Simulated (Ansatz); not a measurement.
Born–Oppenheimer molecular dynamics of a periodic cell of 28 atoms, AlZn2SbH12O12 (host AlZn2SbH12O12, host structure P-3). It goes on from the last frame of an earlier run, with new velocities.

All numbers below come from DFT PBEsol, scalar-relativistic, plane waves, PAW in Ansatz 0.2.0. Settings: cutoff 420 eV, k mesh 2x2x1, fermi-dirac smearing 0.05 eV, no spin polarisation.

| Quantity | Value |
| --- | --- |
| ensemble | NVT, Langevin thermostat |
| time step | 0.5 fs |
| steps asked | 190 |
| set temperature | 1950 K |
| friction | 0.005 /fs |
| seed | 816411 |

First frame:

```xyz
28
Lattice="5.5095 0.0000 0.0000 -2.7548 4.7714 0.0000 0.0000 0.0000 10.0003" Properties=species:S:1:pos:R:3
Al -0.339 0.041 -0.135
Zn 2.528 1.722 10.025
Zn 0.288 3.367 -0.162
Sb 0.255 -0.079 5.091
H 1.395 2.855 5.329
H 2.303 1.301 4.772
H 0.233 1.788 6.757
H 2.298 2.937 3.738
H -0.847 3.017 4.938
H 4.444 1.790 3.806
H 1.477 3.248 7.471
H -0.452 1.564 1.496
H -1.233 1.308 8.001
H 2.798 3.540 1.986
H -1.062 4.612 8.195
H 3.091 0.109 2.114
O 1.677 3.408 8.488
O 0.225 1.494 0.760
O -1.299 1.416 8.964
O 2.823 3.297 0.967
O -1.215 4.595 9.168
O 3.329 0.224 1.052
O 2.059 3.114 6.109
O 1.431 1.373 4.408
O -0.221 0.954 6.810
O 3.127 3.388 3.619
O -0.891 3.656 5.621
O 4.000 0.977 4.219
```

Problem. What does the run give?

Solution. The run went to its last step.

```
steps done                                               : 190
time covered                                             : 95 fs
mean temperature over the second half                    : 1600 K
spread of the potential energy over the second half      : 30.1 meV per atom
mean potential energy of the second half above the start : 72.5 meV per atom
```

The mean temperature of the second half is 18 % below the set value. A run of 0.095 ps of so small a system gives no equilibrium averages. Limits of this set-up: coarse k mesh.

Problem. What happens to the structure?

Solution. Mean squared displacements from the first frame to the last, about the centre of mass: Al 0.16 Å², Zn 0.65 Å², Sb 0.15 Å², H 1.38 Å², O 0.41 Å². This is one draw of velocities; another would differ in detail.

Problem. How do temperature and energy run in time?

Solution. 
| time (fs) | T (K) | potential energy less start (eV) |
| --- | --- | --- |
| 0.0 | 1880 | 0.000 |
| 4.5 | 1595 | 0.645 |
| 9.0 | 1349 | 1.320 |
| 13.5 | 1345 | 1.243 |
| 18.0 | 1537 | 0.517 |
| 22.5 | 1495 | 0.622 |
| 27.0 | 1649 | 0.315 |
| 31.5 | 1717 | 0.301 |
| 36.0 | 1820 | -0.119 |
| 40.5 | 1590 | 0.804 |
| 45.0 | 1320 | 1.867 |
| 49.5 | 1658 | 0.802 |
| 54.0 | 1910 | 0.454 |
| 58.5 | 1942 | 0.600 |
| 63.0 | 1735 | 1.321 |
| 67.5 | 1611 | 2.270 |
| 72.0 | 1453 | 2.712 |
| 76.5 | 1309 | 2.960 |
| 81.0 | 1412 | 3.089 |
| 85.5 | 1529 | 2.698 |
| 90.0 | 1657 | 2.116 |
| 94.5 | 1638 | 1.987 |

Run time: 15 min on 1 thread of Arm Neoverse V1 (shared host), peak memory 0.6 GiB.
